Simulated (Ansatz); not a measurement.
# Ni: the cost of one run

Method: DFT PBEsol, PAW, plane waves, scalar-relativistic, in Ansatz 0.2.0.

### 1 Starting point

Symmetry: Fm-3m, No. 225, cubic system. Conventional cell: a = 3.535 Å, b = 3.535 Å, c = 3.535 Å, α = 90.00°, β = 90.00°, γ = 90.00°. Ni (site symmetry m-3m) has 12 Ni at 2.50 Å as nearest neighbours.

Coordinates:

```cif
data_structure
_symmetry_space_group_name_H-M 'P 1'
_symmetry_Int_Tables_number 1
_cell_length_a 2.4993
_cell_length_b 2.4993
_cell_length_c 2.4993
_cell_angle_alpha 60.000
_cell_angle_beta 60.000
_cell_angle_gamma 60.000
_cell_volume 11.04
loop_
_atom_site_label
_atom_site_type_symbol
_atom_site_fract_x
_atom_site_fract_y
_atom_site_fract_z
_atom_site_occupancy
Ni1 Ni 0.00000 0.00000 0.00000 1
```

Labels such as Ni1 number the atoms in the order of the input file.

In a fixed run the two spins have Fermi levels of their own, and the moment is shared at the start among the d and f atoms with one sign. No search for lower states follows.

Site moments are integrals over atomic spheres and don't add up to the total.

### 2 Usual moment, free total moment

input.yaml

```yaml
crystal:
  lattice:
    - [0.0, 1.7673, 1.7673]
    - [1.7673, 0.0, 1.7673]
    - [1.7673, 1.7673, 0.0]
  atoms:
    - { symbol: Ni, position: [0.0, 0.0, 0.0], spin: 2.0 }
magnetization:
  spin_polarized: true
hamiltonian:
  xc: pbesol
  pseudopotentials: { kind: paw }
basis:
  ecutwfc: 420
kpoints:
  mp_grid: { grid: [14, 14, 14] }
scf:
  occupations: { method: gaussian, width: 0.1 }
  lower_state_search: "off"
output:
  forces: true
  stress: true
```

Q: Estimate wall time and peak memory on 2 threads of an x86-64 CPU, shared host.

About 4.5 s, with a peak of 0.33 GiB.
